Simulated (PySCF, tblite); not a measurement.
**C2H13NO2Si3: geometry, infrared bands and NMR shifts**

Wanted: the infrared bands and NMR shifts of C2H13NO2Si3 (`CN(C)[SiH2]O[SiH2]O[SiH3]`), by calculation.

The runs use tblite 0.8.0 and PySCF 2.14.0, with density-fitted response routines of our own; the level of theory stands in each step. All values are computed, except where a source is named. Atoms are numbered from 0 throughout.

### 1 The molecule as given

21 atoms, charge 0, multiplicity 1; geometry from: force field or distance geometry start.

Bonds of the start (Å): C0–N1 1.46, N1–C2 1.42, N1–Si3 1.78, Si3–O4 1.73, O4–Si5 1.72, Si5–O6 1.71, O6–Si7 1.73, C0–H8 1.12, C0–H9 1.11, C0–H10 1.13, C2–H11 1.12, C2–H12 1.12, C2–H13 1.11, Si3–H14 1.48, Si3–H15 1.48, Si5–H16 1.48, Si5–H17 1.47, Si7–H18 1.48, Si7–H19 1.48, Si7–H20 1.48.

### 2 Geometry optimisation with GFN2-xTB

What the job is given:

```
{"job": {"kind": "relax", "xc": "GFN2-xTB", "basis": "xTB"}, "charge": 0, "multiplicity": 1}
C     -2.924000    -1.186200     0.802500
N     -2.306300    -0.264900    -0.140100
C     -3.153800     0.780600    -0.581400
Si    -0.724300     0.285500     0.453700
O      0.552900    -0.769500    -0.041100
Si     1.976500     0.168400     0.151300
O      3.227500    -0.928500     0.558900
Si     4.639800    -0.367900    -0.265000
H     -2.199800    -2.018900     0.982900
H     -3.145200    -0.719700     1.783400
H     -3.830400    -1.679600     0.351500
H     -3.094800     0.944800    -1.687300
H     -4.229800     0.643100    -0.294500
H     -2.813300     1.719200    -0.102600
H     -0.423100     1.598300    -0.149100
H     -0.651600     0.431700     1.921000
H      1.773300     1.214300     1.174100
H      2.266300     0.826800    -1.131100
H      4.415200     0.986500    -0.813000
H      5.815200    -0.416100     0.628300
H      4.820800    -1.231100    -1.448200
```

The run is started by

```console
$ OMP_NUM_THREADS=1 python probes_run.py task.json out
```

One launch serves the whole session: the jobs run in the order shown.

**Question.** This job is followed by: GFN2-xTB harmonic vibrations, gas phase; GIAO PBE0/pcSseg-1 NMR shielding, non-relativistic, gas phase. What will the session give for the following? strongest single infrared mode (GFN2-xTB); zero-point energy (GFN2-xTB); 13C shifts against TMS (PBE0/pcSseg-1, means over atoms taken as alike); 1H shifts against TMS (PBE0/pcSseg-1, means over atoms taken as alike); 15N shifts against NH3 (PBE0/pcSseg-1); 29Si shifts against TMS (PBE0/pcSseg-1); 17O shifts against H2O (PBE0/pcSseg-1); surface potential, 1st and 99th percentile.

**Answer**, as computed:

| quantity | value |
| --- | --- |
| strongest single infrared mode (GFN2-xTB) | 1106 cm⁻¹, 887 km/mol |
| zero-point energy (GFN2-xTB) | 92.1 kcal/mol |
| 13C shifts against TMS (PBE0/pcSseg-1, means over atoms taken as alike) | 37.8 ppm |
| 1H shifts against TMS (PBE0/pcSseg-1, means over atoms taken as alike) | 5.23, 5.09, 4.99, 2.65 ppm |
| 15N shifts against NH3 (PBE0/pcSseg-1) | 24.4 ppm |
| 29Si shifts against TMS (PBE0/pcSseg-1) | -39.7, -46.9, -52.8 ppm |
| 17O shifts against H2O (PBE0/pcSseg-1) | 73.2, 41.4 ppm |
| surface potential, 1st and 99th percentile | -0.64 V and 1.20 V |

What this shows: Over 241 steps the energy fell by 2.090 eV; of the close pairs, O6–Si7 changed most, 1.728 to 1.615 Å. The lowest mode is slightly imaginary (17i cm⁻¹), a soft motion within the noise of the Hessian, so the minimum is not strictly shown. The strongest single mode, at 1106 cm⁻¹, moves mainly O4 and O6. GFN2-xTB is a fitted tight-binding method: band positions and strengths are rough. Its intensities can rank the bands wrongly. At PBE0/pcSseg-1: The widest tensor belongs to O6: span 125 ppm, with a paramagnetic part of -104 ppm.
